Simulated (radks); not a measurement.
# Ni in [Ar] 3d7 4s2 5s1: an all-electron calculation

The task here is to estimate one member of a computed series from the others.

The numbers are computed with radks (a radial shooting solver on a logarithmic mesh, Libxc functionals) version 1 (scalar-relativistic Kohn-Sham, PBE, spin-polarised, spherical densities, point nucleus; open shells are filled with parallel spins first), except any that are marked as measured or tabulated.

## Starting point

| Property | Result |
| --- | --- |
| element | nickel (Z = 28) |
| charge | 0 |
| electrons | 28 |
| configuration | [Ar] 3d7 4s2 5s1 |

The outer shells:

Ni
```
[Ar] core
3d [↑↓][↑↓][↑ ][↑ ][↑ ]
4s [↑↓]
5s [↑ ]
```

Set-up of the first run:

The run's settings:

```text
Z 28
configuration [Ar] 3d7 4s2 5s1
relativity scalar-relativistic
functional pbe,pbe
spin polarised
nucleus point
c 137.035999084
```

Command:

```bash
python run_ks.py task.json out
```

All runs below come from this command, one after another.

One of the session's tables, all rows but one given; the rest of the session is left out.

It belongs to the step «Shells». Sizes of the orbitals, from the radial functions (bohr):

```
  level      <r>  outermost maximum (interpolated)  90 % within  nodes
  1s up  0.05409                            0.0354       0.0966      0
1s down  0.05409                            0.0354       0.0966      0
  2s up        ?                                 ?            ?      ?
2s down   0.2448                             0.204        0.379      1
  2p up   0.2155                             0.165        0.353      0
2p down   0.2152                             0.165        0.352      0
  3s up   0.7348                             0.638         1.10      2
3s down   0.7371                             0.639         1.10      2
  3p up   0.7691                             0.644         1.18      1
3p down   0.7732                             0.646         1.19      1
  3d up   0.9143                             0.618         1.56      0
3d down   0.9458                             0.624         1.63      0
  4s up    2.401                              2.02         3.59      3
4s down    2.470                              2.07         3.71      3
  5s up    7.400                              6.69         10.6      4
```

Estimate the missing values for 2s up.

The run gave: <r>: 0.2451; outermost maximum (interpolated): 0.205; 90 % within: 0.380; nodes: 1. In the column «<r>» it lies between 2s down (0.2448) and 3s up (0.7348).
